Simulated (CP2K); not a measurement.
# Two attempts at CH4AlFS (SMILES C[S][AlH][F])

Aim: a single-point energy of CH4AlFS at PM6.

The calculation is run with CP2K 2026.2.

2 further runs of the same task are left out: 2 set aside as unsound or not needed.

## (1) The molecule

CH4AlFS: 8 atoms, total charge 0, spin state singlet. As SMILES, `C[S][AlH][F]`. Geometry: a GFN2-xTB relaxation, a rough one for these elements and not checked as a minimum. This is one conformer, not always the lowest.

Bond lengths: C1–S2 1.845 Å, S2–Al3 2.196 Å, Al3–F4 1.649 Å, C1–H5 1.085 Å, C1–H6 1.084 Å, C1–H7 1.089 Å, Al3–H8 1.512 Å. Angles: C1–S2–Al3 100.6°, S2–Al3–F4 120.9°, S2–C1–H5 108.0°, S2–C1–H6 107.5°, S2–C1–H7 111.0°, S2–Al3–H8 121.6°, F4–Al3–H8 117.4°, H5–C1–H6 109.9°, H5–C1–H7 110.3°, H6–C1–H7 110.1°.

## (2) The input as first written

File qs.inp:

```
&GLOBAL
    PROJECT_NAME qs
    RUN_TYPE ENERGY
    PRINT_LEVEL MEDIUM
&END GLOBAL

&FORCE_EVAL
    METHOD QUICKSTEP
    &DFT
        &QUICKSTEP
            METHOD PM6
            EPS_DEFAULT 1.0E-10
            &SE
                &COULOMB
                    CUTOFF [angstrom] 50
                    RC_RANGE [angstrom] 0
                &END COULOMB
                &EXCHANGE
                    CUTOFF [angstrom] 50
                    RC_RANGE [angstrom] 0
                &END EXCHANGE
            &END SE
        &END QS
        &POISSON
            PERIODIC NONE
            POISSON_SOLVER ANALYTIC
        &END POISSON
        ! self-consistent field
        &SCF
            SCF_GUESS ATOMIC
            EPS_SCF 1.0E-06
            MAX_SCF 150
            ADDED_MOS 2
            &DIAGONALIZATION
                ALGORITHM STANDARD
            &END DIAGONALIZATION
            &MIXING
                METHOD DIRECT_P_MIXING
                ALPHA 0.4
            &END MIXING
        &END SCF
        &PRINT
            &MOMENTS
                PERIODIC F
                REFERENCE COM
                MAX_MOMENT 1
            &END MOMENTS
            &MO ON
                ENERGIES T
                OCCUPATION_NUMBERS T
                NDIGITS 6
                &EACH
                    QS_SCF 0
                &END EACH
                ADD_LAST NUMERIC
            &END MO
            &HIRSHFELD OFF
            &END HIRSHFELD
        &END PRINT
    &END DFT
    ! atoms, cell and kinds
    &SUBSYS
        ! vacuum box
        &CELL
            ABC 16.1 16.1 14.5
            PERIODIC NONE
        &END CELL
        &COORD
            UNIT bohr
            C     -1.7128100     2.0035254    -0.1040861
            S      0.9255501     0.9823741    -2.1405684
            Al     2.2161952    -2.3851178    -0.0860014
            F      0.7836694    -3.3196252     2.5189482
            H     -1.2253740     3.8273001     0.6955515
            H     -3.3734446     2.1836163    -1.2899271
            H     -2.0582330     0.6372534     1.3954494
            H      4.4444469    -3.9293264    -0.9893472
        &END COORD
        &TOPOLOGY
            &CENTER_COORDINATES
            &END CENTER_COORDINATES
        &END TOPOLOGY
    &END SUBSYS
&END FORCE_EVAL
```

Launch:

```
$ OMP_NUM_THREADS=1 cp2k.psmp -i qs.inp > qs.out 2>&1
```

What it wrote:

```text
Possible matches for unknown subsection

 QUICKSTEP

   keyword UKS in section %__ROOT__%FORCE_EVAL%DFT score:  104
   keyword MULTIP in section %__ROOT__%FORCE_EVAL%DFT score:  104
   keyword ROKS in section %__ROOT__%FORCE_EVAL%DFT score:  103
   enum MULLIKEN in section %__ROOT__%FORCE_EVAL%DFT for keyword PLUS_U_METHOD score:  103
   keyword SUBCELLS in section %__ROOT__%FORCE_EVAL%DFT score:  103

 *******************************************************************************
 *   ___                                                                       *
 *  /   \                                                                      *
 * [ABORT]                                                                     *
 *  \___/               unknown subsection QUICKSTEP of section DFT            *
 *    |                                                                        *
 *  O/|                                                                        *
 * /| |                                                                        *
 * / \                                               input/input_parsing.F:192 *
 *******************************************************************************

 ===== Routine Calling Stack =====

            4 section_vals_parse
            3 section_vals_parse
            2 section_vals_parse
            1 read_input

Program received signal SIGABRT: Process abort signal.

Backtrace for this error:
#0  0x43c9c1fcf957 in ???
#1  0x43c9e2884cac in __pthread_kill_implementation
#2  0x43c9e282bfb7 in raise
#3  0x43c9e2815d37 in abort
#4  0x43c9c26a2d83 in ???
#5  0x43c9c26a4297 in ???
#6  0x43c9c2813e77 in ???
#7  0x43c9c28138f7 in ???
#8  0x43c9c28138f7 in ???
#9  0x43c9c20e9807 in ???
#10  0x43c9c2954e8b in ???
#11  0x43c9c2959d0b in ???
#12  0x43c9c2070db3 in ???
#13  0x43c9c206ef13 in ???
#14  0x43c9e2816573 in __libc_start_call_main
#15  0x43c9e2816657 in __libc_start_main_impl
#16  0x43c9c206f06f in ???
#17  0xffffffffffffffff in ???
```

Run time: 0.49 s. Hardware: 1 thread of Arm Neoverse N1, shared host; peak memory 0.13 GiB.

## (3) What went wrong

The program refused the input.

The telling line is `\___/               unknown subsection QUICKSTEP of section DFT`. The fault: unknown section.

## (4) Second attempt

File run.inp:

```
&FORCE_EVAL
    METHOD Quickstep
    &DFT
        CHARGE 0
        MULTIPLICITY 1
        # Quickstep
        &QS
            METHOD PM6
            EPS_DEFAULT 1.0E-10
            &SE
                &COULOMB
                    CUTOFF [angstrom] 50
                    RC_RANGE [angstrom] 0
                &END COULOMB
                &EXCHANGE
                    CUTOFF [angstrom] 50
                    RC_RANGE [angstrom] 0
                &END EXCHANGE
            &END SE
        &END QS
        &POISSON
            PERIODIC NONE
            POISSON_SOLVER ANALYTIC
        &END POISSON
        # self-consistent field
        &SCF
            SCF_GUESS ATOMIC
            EPS_SCF 1.0E-06
            MAX_SCF 150
            ADDED_MOS 2
            &DIAGONALIZATION
                ALGORITHM STANDARD
            &END DIAGONALIZATION
            &MIXING
                METHOD DIRECT_P_MIXING
                ALPHA 0.4
            &END MIXING
        &END SCF
        &PRINT
            &MOMENTS
                PERIODIC F
                REFERENCE COM
                MAX_MOMENT 1
            &END MOMENTS
            &MO ON
                ENERGIES T
                OCCUPATION_NUMBERS T
                NDIGITS 6
                &EACH
                    QS_SCF 0
                &END EACH
                ADD_LAST NUMERIC
            &END MO
            &HIRSHFELD OFF
            &END HIRSHFELD
        &END PRINT
    &END DFT
    &SUBSYS
        # box in angstrom
        &CELL
            ABC [angstrom] 16.1 16.1 14.5
            PERIODIC NONE
        &END CELL
        &COORD
            UNIT bohr
            C     -1.7128100     2.0035254    -0.1040861
            S      0.9255501     0.9823741    -2.1405684
            Al     2.2161952    -2.3851178    -0.0860014
            F      0.7836694    -3.3196252     2.5189482
            H     -1.2253740     3.8273001     0.6955515
            H     -3.3734446     2.1836163    -1.2899271
            H     -2.0582330     0.6372534     1.3954494
            H      4.4444469    -3.9293264    -0.9893472
        &END COORD
        &TOPOLOGY
            &CENTER_COORDINATES
            &END CENTER_COORDINATES
        &END TOPOLOGY
    &END SUBSYS
&END FORCE_EVAL
&GLOBAL
    PROJECT run
    RUN_TYPE ENERGY
    PRINT_LEVEL MEDIUM
&END GLOBAL
```

Launch:

```
$ OMP_NUM_THREADS=1 cp2k.psmp -i run.inp -o run.out
```

What it wrote:

```text
CP2K| version string:                                       CP2K version 2026.2
[...]
 GLOBAL| Method name                                                        CP2K
[...]
 GLOBAL| Run type                                                         ENERGY
[...]
                             - Atoms:                                          8
[...]
                             - Spherical basis functions:                     30
[...]
 Number of electrons:                                                         24
[...]
     1 P_Mix/Diag. 0.40E+00    0.0     0.73491057       -27.3377532413 -2.73E+01
[...]
    20 DIIS/Diag.  0.14E-06    0.0     0.00000033       -32.1779193572 -1.41E-12
  *** SCF run converged in    20 steps ***
  Core-core repulsion energy [eV]:                           1184.12196894796489
  Core Hamiltonian energy [eV]:                             -1438.38816161478985
  Two-electron integral energy [eV]:                        -1242.67904533660112
  Electronic energy [eV]:                                   -2059.72768428309018
  Total energy [eV]:                                         -875.60571533512564
  Atomic reference energy [eV]:                               871.74549373705599
  Heat of formation [kcal/mol]:                               -89.01883185695887
[...]
 SE_DIPOLE| Moment [Debye]         -0.00575105      -0.09107221       0.06940623
 SE_DIPOLE| Derivative [a.u.]       0.00000000       0.00000000       0.00000000
 ENERGY| Total FORCE_EVAL ( QS ) energy [hartree]            -32.177919357238338
[...]
```

Run time: 0.45 s. Hardware: 1 thread of Arm Neoverse N1, shared host; peak memory 0.14 GiB.

## (5) Results

At PM6:

```
         quantity           value
     total energy    -32.17792 Eh
    dipole moment          0.11 D
      HOMO energy        -9.27 eV
      LUMO energy         0.36 eV
    HOMO–LUMO gap         9.63 eV
heat of formation  -89.0 kcal/mol
```
